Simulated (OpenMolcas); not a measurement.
**Cu⁴⁺ among point charges: CASSCF and CASPT2 levels and susceptibility**

How does a field of 4 point charges split the states of Cu⁴⁺, and what χT follows?

Method: state-averaged CASSCF and CASPT2, spin-orbit coupling by RASSI with atomic mean-field integrals. Code: OpenMolcas 26.06.

### Step 1. Starting point

| Quantity | Value |
| --- | --- |
| Species | Cu⁴⁺ (copper, Z = 29, 25 electrons) |
| Basis | ANO-RCC-VDZP [5s4p2d1f], 34 functions |
| Scalar Hamiltonian | DKH2, point nucleus |
| Inactive shells | 1s 2s 2p 3s 3p |
| Active space | 7 electrons in 5 orbitals (3d) |
| Some configurations of this space | 3d7 |
| Orbitals | optimised for each spin and parity, averaged over all roots |

Outer shells as boxes (Hund's rule):

3d7
```
3d [↑↓][↑↓][↑ ][↑ ][↑ ]
```

The ion sits among 4 point charges of -3 e arranged as a tetrahedron (Td), 1.6 Å from the ion.

Each step is its own input file, run in one work folder so that later steps find the files of earlier ones. Labels, J, g values, rates, χT and fits are worked out afterwards by a script from the matrices that RASSI stores.

### Step 2. GATEWAY and SEWARD: basis and integrals

Contents of a.inp:

```
&GATEWAY
Coord
1

Cu 0.0 0.0 0.0
Basis=ANO-RCC-VDZP
Group=NoSym
NoMove
AngMom=0.0 0.0 0.0
AMFI
XField
4 Angstrom 0
0.923760 0.923760 0.923760 -3.000000
0.923760 -0.923760 -0.923760 -3.000000
-0.923760 0.923760 -0.923760 -3.000000
-0.923760 -0.923760 0.923760 -3.000000
&SEWARD
```

Output:

```text
Basis set label: CU.ANO-RCC...5S4P2D1F.

      Electronic valence basis set:
      ------------------
      Associated Effective Charge  29.000000 au
      Associated Actual Charge     29.000000 au
      Nuclear Model: Point charge

      Shell  nPrim  nBasis  Cartesian Spherical Contaminant
         s      21       5        X
         p      15       4        X
         d      10       2                 X
         f       6       1                 X
                  Relativistic Douglas-Kroll-Hess integrals:
                    - DKH order of Hamiltonian: 2
                    - DKH order of Properties : 0
                  Atomic mean-field integrals
```

### Step 3. CASSCF: quartets, 10 roots

Contents of a.inp:

```
&RASSCF
FileOrb=start.orb
Symmetry=1
Spin=4
nActEl=7 0 0
Inactive=9
Ras2=5
CIRoot=10 10 1
SDav=10
CIMx=300
Iter=120 100
PrWF=0.3
OrbListing=Nothing
MaxOrb=0
>>> COPY $Project.JobIph JOB001
```

start.orb holds the contracted functions of the basis, ordered by shell, or the orbitals of the step before.

Output, shortened:

```text
[...]
      Number of active orbitals                  5
[...]
      Spin quantum number                      1.5
[...]
      Active orbitals                            5
[...]
      Number of CSFs                            10
      Number of root(s) required                10
[...]
      Convergence after  8 iterations
[...]
      Natural orbitals and occupation numbers for root  1
      sym 1:   1.000000   1.000000   2.000000   1.000000   2.000000
      Natural orbitals and occupation numbers for root  2
      sym 1:   1.933900   1.066100   1.933900   1.000000   1.066100
      Natural orbitals and occupation numbers for root  3
      sym 1:   1.800898   1.000000   1.199102   1.199102   1.800898
::    RASSCF root number  1 Total energy:  -1664.78683971
::    RASSCF root number  2 Total energy:  -1664.77325297
::    RASSCF root number  3 Total energy:  -1664.77325297
[...]
::    RASSCF root number  7 Total energy:  -1664.76263033
::    RASSCF root number  8 Total energy:  -1664.66268123
::    RASSCF root number  9 Total energy:  -1664.66268123
::    RASSCF root number 10 Total energy:  -1664.66268123
```

### Step 4. CASSCF: doublets, 40 roots

Contents of a.inp:

```
&RASSCF
FileOrb=start.orb
Symmetry=1
Spin=2
nActEl=7 0 0
Inactive=9
Ras2=5
CIRoot=40 40 1
SDav=40
CIMx=300
Iter=120 100
PrWF=0.3
OrbListing=Nothing
MaxOrb=0
>>> COPY $Project.JobIph JOB002
```

Output, shortened:

```text
[...]
      Number of active orbitals                  5
[...]
      Spin quantum number                      0.5
[...]
      Active orbitals                            5
[...]
      Number of CSFs                            40
      Number of root(s) required                40
[...]
      Convergence after  7 iterations
[...]
      Natural orbitals and occupation numbers for root  1
      sym 1:   1.769836   1.163744   1.074314   1.197702   1.794405
      Natural orbitals and occupation numbers for root  2
      sym 1:   1.794405   1.126763   1.216193   1.092804   1.769836
      Natural orbitals and occupation numbers for root  3
      sym 1:   1.561964   1.798240   1.190791   1.185643   1.263362
::    RASSCF root number  1 Total energy:  -1664.66719369
::    RASSCF root number  2 Total energy:  -1664.66719369
::    RASSCF root number  3 Total energy:  -1664.66571345
[...]
::    RASSCF root number 27 Total energy:  -1664.60568669
::    RASSCF root number 28 Total energy:  -1664.60568669
::    RASSCF root number 29 Total energy:  -1664.52142211
::    RASSCF root number 30 Total energy:  -1664.51940006
```

### Step 5. RASSI: spin-orbit coupling between the states

Contents of a.inp:

```
&RASSI
NrOfJobIphs=2 10 40
1 2 3 4 5 6 7 8 9 10
1 2 3 4 5 6 7 8 9 10 11 12 13 14 15 16 17 18 19 20 21 22 23 24 25 26 27
28 29 30 31 32 33 34 35 36 37 38 39 40
IphNames
JOB001
JOB002
EJob
SpinOrbit
DIPRint=1.0
SOCoupling=1000.0
Subsets=2
Property=9
'ANGMOM' 1 'ANGMOM' 2 'ANGMOM' 3 'MLTPL  1' 1 'MLTPL  1' 2 'MLTPL  1' 3
'AMFI' 1 'AMFI' 2 'AMFI' 3
SOProperty=3
'ANGMOM' 1 'ANGMOM' 2 'ANGMOM' 3
```

Output, shortened:

```text
SPIN-FREE ENERGIES:
  (Shifted by EMIN (a.u.) =      -1664.7868397135)
 SF State       Relative EMIN(au)   Rel lowest level(eV)    D:o, cm**(-1)      L_eff
     1             0.0000000000        0.0000000000              0.0000         3.0
     2             0.0135867456        0.3697141828           2981.9460         3.0
     3             0.0135867456        0.3697141828           2981.9460         3.0
     4             0.0135867456        0.3697141828           2981.9460         3.0
     5             0.0242093793        0.6587707710           5313.3446         3.0
     6             0.0242093793        0.6587707710           5313.3446         3.0
     7             0.0242093793        0.6587707710           5313.3446         3.0
    11             0.1196460200        3.2557340623          26259.2661         4.0
    12             0.1196460200        3.2557340623          26259.2661         4.0
    13             0.1211262609        3.2960134706          26584.1415         4.0
[...]
Eigenvalues of complex Hamiltonian:
   -----------------------------------
  (Shifted by EMIN (a.u.) =      -1664.7868397135)
 SO State       Relative EMIN(au)   Rel lowest level(eV)    D:o, cm**(-1)     J-value
     1            -0.0027486461        0.0000000000              0.0000         3.3
     2            -0.0027486461        0.0000000000              0.0000         3.3
     3            -0.0027486461        0.0000000000              0.0000         3.5
     4            -0.0027486461        0.0000000000              0.0000         3.1
     5             0.0091395301        0.3234937556           2609.1531         3.1
     6             0.0091395301        0.3234937556           2609.1531         3.9
     7             0.0091395301        0.3234937556           2609.1531         3.0
     8             0.0091395301        0.3234937556           2609.1531         3.7
     9             0.0110297720        0.3749298567           3024.0132         3.2
    10             0.0110297720        0.3749298567           3024.0132         3.2
    11             0.0144910175        0.4691151453           3783.6688         2.6
[...]
```

Time for these steps: 9.4 s (1 thread, shared host).

Spin-free states, with their symmetry labels:

```
state  degeneracy  E (cm-1)  free-ion L (%)
  4A2           1         0         F (100)
  4T2           3      2982         F (100)
  4T1           3      5313         F (100)
   2E           2     26259          G (91)
  2T1           3     26584          G (92)
  2A1           1     26980         G (100)
  4T1           3     27250         P (100)
  2T2           3     27777          G (98)
  2T1           3     33822          H (60)
  2T2           3     34417          H (88)
   2E           2     35853          H (77)
  2T1           3     36174          H (50)
  2T1           3     36585          H (83)
  2T2           3     38552          D (86)
   2E           2     39758          D (75)
  2A2           1     58252         F (100)
  2T2           3     58696         F (100)
  2T1           3     59233          F (99)
   2E           2     90355         D (100)
  2T2           3     90612         D (100)
```

With spin-orbit coupling:

| E (cm-1) | Degeneracy | Label | 2S+1 | g |
| --- | --- | --- | --- | --- |
| 0.0 | 4 | Γ8 | 4 |  |
| 2609 | 4 | Γ8 | 4 |  |
| 3024 | 2 | Γ6 | 4 | 0.21 0.21 0.21 |
| 3784 | 4 | Γ8 | 4 |  |
| 3862 | 2 | Γ7 | 4 | 3.71 3.71 3.71 |
| 4763 | 2 | Γ6 | 4 | 1.79 1.79 1.79 |
| 5789 | 4 | Γ8 | 4 |  |
| 6743 | 2 | Γ7 | 4 | 1.72 1.72 1.72 |
| 7135 | 4 | Γ8 | 4 |  |
| 26170 | 4 | Γ8 | 2 |  |
| 26211 | 2 | Γ6 | 2 | 3.51 3.51 3.51 |
| 27231 | 4 | Γ8 | 4 |  |
| 27252 | 2 | Γ7 | 4 | 2.65 2.65 2.65 |
| 27469 | 4 | Γ8 | 2 |  |
| 27701 | 4 | Γ8 | 2 |  |
| 28107 | 4 | Γ8 | 2 |  |
| 28194 | 2 | Γ6 | 2 | 0.92 0.92 0.92 |
| 28555 | 2 | Γ6 | 4 | 2.04 2.04 2.04 |
| 29101 | 2 | Γ7 | 2 | 2.55 2.55 2.55 |
| 33886 | 4 | Γ8 | 2 |  |
| 34496 | 2 | Γ7 | 2 | 3.74 3.74 3.74 |
| 35229 | 4 | Γ8 | 2 |  |
| 35423 | 2 | Γ6 | 2 | 0.79 0.79 0.79 |
| 36094 | 4 | Γ8 | 2 |  |

Principal g values are given for doublets only; a zero marks a field direction without first-order Zeeman splitting.

Powder χT (cm³ K/mol): 3.36 at 2 K, 3.36 at 5 K, 3.36 at 10 K, 3.37 at 20 K, 3.39 at 50 K, 3.42 at 100 K, 3.45 at 150 K, 3.48 at 200 K, 3.52 at 250 K, 3.55 at 300 K.

### Step 6. CASPT2: IPEA 0.25, imaginary shift 0.1 (closed shells correlated: 3s 3p)

Contents of a.inp:

```
>>> COPY JOB001 $Project.JobIph
&CASPT2
Multistate=10 1 2 3 4 5 6 7 8 9 10
NoMult
Frozen=5
IPEA=0.25
Imaginary=0.1
MaxIter=60
WThr=0.0 0.3 0.05
PrWF=0.5
NoMix
>>> COPY JOB002 $Project.JobIph
&CASPT2
Multistate=40 1 2 3 4 5 6 7 8 9 10 11 12 13 14 15 16 17 18 19 20 21 22
23 24 25 26 27 28 29 30 31 32 33 34 35 36 37 38 39 40
NoMult
Frozen=5
IPEA=0.25
Imaginary=0.1
MaxIter=60
WThr=0.0 0.3 0.05
PrWF=0.5
NoMix
```

Output:

```text
Orbital specifications:
      -----------------------

      Symmetry species                           1
                                                 a
      Frozen orbitals                            5
      Inactive orbitals                          4
      Active orbitals                            5
      Secondary orbitals                        20
      Deleted orbitals                           0
      Number of basis functions                 34
Type of calculation                        SS-CASPT2
      Fock operator                              state-specific
      IPEA shift                                 0.25
      Real shift                                 0.00
      Imaginary shift                            0.10
      The input orbitals will be transformed to quasi-canonical
Reference energy:       -1664.7868397135
      E2 (Non-variational):      -0.3367926326
      Shift correction:          -0.0000567601
      E2 (Variational):          -0.3368493927
      Total energy:           -1665.1236891062
      Residual norm:              0.0000005652
      Reference weight:           0.96192
      Contributions to the CASPT2 correlation energy
      Active & Virtual Only:         -0.1294706032
      One Inactive Excited:          -0.1547094480
      Two Inactive Excited:          -0.0526125814
Reference energy:       -1664.7732529679
      E2 (Non-variational):      -0.3365194492
      Shift correction:          -0.0000567579
      E2 (Variational):          -0.3365762071
      Total energy:           -1665.1098291750
      Residual norm:              0.0000001883
      Reference weight:           0.96190
      Contributions to the CASPT2 correlation energy
      Active & Virtual Only:         -0.1292432779
      One Inactive Excited:          -0.1545472195
      Two Inactive Excited:          -0.0527289518
::    CASPT2 Root  1     Total energy:  -1665.12368911
::    CASPT2 Root  2     Total energy:  -1665.10982917
::    CASPT2 Root  3     Total energy:  -1665.11160617
::    CASPT2 Root  4     Total energy:  -1665.11210085
::    CASPT2 Root  5     Total energy:  -1665.09923760
::    CASPT2 Root  6     Total energy:  -1665.09880081
::    CASPT2 Root  7     Total energy:  -1665.09945580
::    CASPT2 Root  8     Total energy:  -1665.01334822
::    CASPT2 Root  9     Total energy:  -1665.01345361
::    CASPT2 Root 10     Total energy:  -1665.01333760
Orbital specifications:
      -----------------------

      Symmetry species                           1
                                                 a
      Frozen orbitals                            5
      Inactive orbitals                          4
      Active orbitals                            5
      Secondary orbitals                        20
      Deleted orbitals                           0
      Number of basis functions                 34
Type of calculation                        SS-CASPT2
      Fock operator                              state-specific
      IPEA shift                                 0.25
      Real shift                                 0.00
      Imaginary shift                            0.10
      The input orbitals will be transformed to quasi-canonical
Reference energy:       -1664.6671936935
      E2 (Non-variational):      -0.3454773898
      Shift correction:          -0.0000584114
      E2 (Variational):          -0.3455358013
      Total energy:           -1665.0127294948
      Residual norm:              0.0000002397
      Reference weight:           0.96056
      Contributions to the CASPT2 correlation energy
      Active & Virtual Only:         -0.1322720265
      One Inactive Excited:          -0.1587542606
      Two Inactive Excited:          -0.0544511028
Reference energy:       -1664.6671936935
      E2 (Non-variational):      -0.3456463686
      Shift correction:          -0.0000592793
      E2 (Variational):          -0.3457056479
      Total energy:           -1665.0128993414
      Residual norm:              0.0000002408
      Reference weight:           0.96051
      Contributions to the CASPT2 correlation energy
      Active & Virtual Only:         -0.1323152860
      One Inactive Excited:          -0.1588829948
      Two Inactive Excited:          -0.0544480879
::    CASPT2 Root  1     Total energy:  -1665.01272949
::    CASPT2 Root  2     Total energy:  -1665.01289934
::    CASPT2 Root  3     Total energy:  -1665.01179014
::    CASPT2 Root  4     Total energy:  -1665.01183786
::    CASPT2 Root  5     Total energy:  -1665.01174743
::    CASPT2 Root  6     Total energy:  -1665.01064316
::    CASPT2 Root  7     Total energy:  -1665.00665217
::    CASPT2 Root  8     Total energy:  -1665.00673252
::    CASPT2 Root  9     Total energy:  -1665.00674069
::    CASPT2 Root 10     Total energy:  -1664.98342036
::    CASPT2 Root 11     Total energy:  -1664.98388092
::    CASPT2 Root 12     Total energy:  -1664.98395326
::    CASPT2 Root 13     Total energy:  -1664.97592769
::    CASPT2 Root 14     Total energy:  -1664.97580576
::    CASPT2 Root 15     Total energy:  -1664.97588827
::    CASPT2 Root 16     Total energy:  -1664.96972659
::    CASPT2 Root 17     Total energy:  -1664.96990860
::    CASPT2 Root 18     Total energy:  -1664.97471109
::    CASPT2 Root 19     Total energy:  -1664.97436872
::    CASPT2 Root 20     Total energy:  -1664.97486046
::    CASPT2 Root 21     Total energy:  -1664.96494362
::    CASPT2 Root 22     Total energy:  -1664.96497828
::    CASPT2 Root 23     Total energy:  -1664.96483709
::    CASPT2 Root 24     Total energy:  -1664.96495795
::    CASPT2 Root 25     Total energy:  -1664.96511224
::    CASPT2 Root 26     Total energy:  -1664.96395628
::    CASPT2 Root 27     Total energy:  -1664.95329341
::    CASPT2 Root 28     Total energy:  -1664.95340364
::    CASPT2 Root 29     Total energy:  -1664.88246860
::    CASPT2 Root 30     Total energy:  -1664.87997774
```

This run took 3.8 s in all on 1 thread, shared host.

SS-CASPT2: lowest energy less the reference's lowest, -0.3368 hartree; reference weights 0.956 to 0.962.

States without spin-orbit coupling:

```
state  degeneracy  E (cm-1)  free-ion L (%)
  4A2           1         0         F (100)
  4T2           3      2746         F (100)
  4T1           3      5382         F (100)
  4T1           3     24210         P (100)
   2E           2     24334          G (91)
  2T1           3     24559          G (92)
  2A1           1     24811         G (100)
  2T2           3     25674          G (98)
  2T1           3     30713          H (60)
  2T2           3     32442          H (88)
  2T1           3     32711          H (50)
   2E           2     33771          H (77)
  2T1           3     34846          H (83)
  2T2           3     34899          D (86)
   2E           2     37385          D (75)
  2A2           1     52942         F (100)
  2T2           3     53482         F (100)
  2T1           3     54006          F (99)
   2E           2     82021         D (100)
  2T2           3     82456         D (100)
```

With spin-orbit coupling:

```tsv
E (cm-1)	Degeneracy	Label	2S+1	g
0	4	Γ8	4	
2450	4	Γ8	4	
2860	2	Γ6	4	0.20 0.20 0.20
3650	4	Γ8	4	
3670	2	Γ7	4	3.66 3.66 3.66
4820	2	Γ6	4	2.19 2.19 2.19
5840	4	Γ8	4	
6830	2	Γ7	4	1.67 1.67 1.67
7190	4	Γ8	4	
24160	2	Γ6	2	3.63 3.63 3.63
24170	4	Γ8	4	
24250	2	Γ7	4	2.66 2.66 2.66
24310	4	Γ8	4	
24620	4	Γ8	4	
25490	2	Γ6	4	2.55 2.55 2.55
25580	4	Γ8	2	
26050	4	Γ8	2	
26180	2	Γ6	2	1.54 1.54 1.54
27030	2	Γ7	2	2.55 2.55 2.55
30890	4	Γ8	2	
32410	2	Γ6	2	1.35 1.35 1.35
32560	2	Γ7	2	3.74 3.74 3.74
32860	4	Γ8	2	
33310	4	Γ8	2
```

Powder χT (cm³ K/mol): 3.42 at 2 K, 3.43 at 5 K, 3.43 at 10 K, 3.44 at 20 K, 3.46 at 50 K, 3.49 at 100 K, 3.53 at 150 K, 3.56 at 200 K, 3.60 at 250 K, 3.63 at 300 K.

### Step 7. The methods side by side

A. CASSCF
B. SS-CASPT2, IPEA 0.25, imaginary shift 0.1 (closed shells correlated: 3s 3p)

```
method  ground state  first state of that spin (cm-1)  first gap with spin-orbit (cm-1)  χT at 300 K
     A           4A2                         4T2 2982                            2609.2         3.55
     B           4A2                         4T2 2746                            2449.8         3.63
```

### Step 8. Results

```
                                            quantity                                                                        value
                                              method  SS-CASPT2, IPEA 0.25, imaginary shift 0.1 (closed shells correlated: 3s 3p)
                              spin-free ground state                                              4A2, 1-fold in its orbital part
first state of the same spin within the active space                                                             4T2 at 2750 cm⁻¹
                                        lowest level                                                                    4-fold Γ8
                                          next level                                                                  2449.8 cm⁻¹
                                         χT at 300 K                                                               3.63 cm³ K/mol
                           effective moment at 300 K                                                                      5.39 μB
```

Cost by method:

```
                                              method  time of its own steps  time with the reference
                                           A. CASSCF                  9.4 s                    9.4 s
B. SS-CASPT2, IPEA 0.25, imaginary shift 0.1, +3s 3p                  3.8 s                     13 s
```

Times are of one thread on a shared host.

The spin-free ground state (4A2) comes to 100 % from free-ion F terms and keeps the highest spin of the shell. χT at 300 K is 3.63, against 1.88 cm³ K/mol for the spin alone, so orbital moment adds to it. CASPT2 does not keep the components of a term degenerate, and the means are used. The field of point charges can differ much from that of real complexes. This is an electrostatic model: the charges have no orbitals.
